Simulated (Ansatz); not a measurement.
This was printed by a script on Ansatz 0.2.0, Python API, for a single point of KScTl2F6, space group Fm-3m. What did the script look like? Level of theory: PBEsol, PAW, the default cutoff (420 eV here), 3×3×3 k-points, cold smearing of 0.1 eV.

```
CELL_PARAMETERS angstrom
0.00000 4.58497 4.58497
4.58497 0.00000 4.58497
4.58497 4.58497 0.00000
ATOMIC_POSITIONS crystal
K 0.50000 0.50000 0.50000
Sc 0.00000 0.00000 0.00000
Tl 0.25000 0.25000 0.25000
Tl 0.75000 0.75000 0.75000
F 0.77825 0.22175 0.22175
F 0.22175 0.77825 0.77825
F 0.22175 0.77825 0.22175
F 0.77825 0.22175 0.77825
F 0.22175 0.22175 0.77825
F 0.77825 0.77825 0.22175
```

Running `python scf_ksctl2f6.py` prints:
```text
converged          True
n_iterations       7
n_electrons        88.0
n_kpoints          4
n_pw               3719
n_symmetry_ops     48
free_energy_ev     -31032.779546131387
fermi_energy_ev    4.563631216637338
largest force 0.1936 eV/A on atom 4
[[ 0.     -0.      0.    ]
 [-0.      0.     -0.    ]
 [-0.     -0.      0.    ]
 [-0.      0.      0.    ]
 [-0.1936 -0.     -0.    ]
 [ 0.1936  0.     -0.    ]
 [ 0.     -0.1936 -0.    ]
 [-0.      0.1936  0.    ]
 [ 0.      0.     -0.1936]
 [ 0.      0.      0.1936]]
pressure -2.645 GPa
[[-2.645  0.     0.   ]
 [ 0.    -2.645  0.   ]
 [ 0.     0.    -2.645]]
```

One script that gives this output:

`scf_ksctl2f6.py`:
```python
import json
import warnings

import ansatz as az
import numpy as np

warnings.simplefilter("ignore", az.DeckWarning)

lattice = az.Lattice.of(
    (0.0, 4.584972, 4.584972),
    (4.584972, 0.0, 4.584972),
    (4.584972, 4.584972, 0.0),
)
sites = [
    ("K", (0.5, 0.5, 0.5)),
    ("Sc", (0.0, 0.0, 0.0)),
    ("Tl", (0.25, 0.25, 0.25)),
    ("Tl", (0.75, 0.75, 0.75)),
    ("F", (0.778253, 0.221747, 0.221747)),
    ("F", (0.221747, 0.778253, 0.778253)),
    ("F", (0.221747, 0.778253, 0.221747)),
    ("F", (0.778253, 0.221747, 0.778253)),
    ("F", (0.221747, 0.221747, 0.778253)),
    ("F", (0.778253, 0.778253, 0.221747)),
]
structure = az.Crystal(lattice=lattice)
for symbol, position in sites:
    structure = structure.atom(symbol, position)

calc = (
    structure.calculation()
    .occupations("cold")
    .scf(tolerance=1e-07)
    .functional(az.Functional.PBESOL)
    .kpoints(3)
    .forces()
    .stress()
)
result = calc.run()
summary = result.report

for key in ("converged", "n_iterations", "n_electrons", "n_kpoints", "n_pw", "n_symmetry_ops", "free_energy_ev", "fermi_energy_ev"):
    print(f"{key:18s} {summary[key]}")

forces = np.array(summary["forces_ev_ang"])
norms = np.linalg.norm(forces, axis=1)
print("largest force {:.4f} eV/A on atom {}".format(norms.max(), norms.argmax()))
print(np.array2string(forces, precision=4, suppress_small=True))

stress = np.array(summary["stress_gpa"])
print(f"pressure {np.trace(stress) / 3:.3f} GPa")
print(np.round(stress, 3) + 0.0)

keep = ["free_energy_ev", "energy_sigma0_ev", "fermi_energy_ev", "n_iterations", "converged", "magnetization_mub", "n_kpoints"]
with open("ksctl2f6.json", "w") as handle:
    json.dump({key: summary[key] for key in keep}, handle, indent=1)
```

Caveats:
- Total energies depend on the potentials; only differences at equal settings carry meaning. A total without «per atom» is that of the cell as typed.
- No spin polarisation was allowed.
- An absolute Fermi energy rests on an arbitrary zero of the periodic potential and has no direct meaning.
- The program warned that this SCF threshold is loose for forces or stresses.
- Pressure is positive in compression.
- In a crystal with a gap the Fermi level's place inside it depends on smearing and mesh.
- Spin-orbit coupling, which matters for elements this heavy, is left out.
- The structure comes from a database of computed cells and needn't be a stable or known phase.
- The script silences the warnings on its input, which a real study should read.
- Cost: about 3 core-seconds.

(Lines on the test bed's own set-up are left out of the output.)
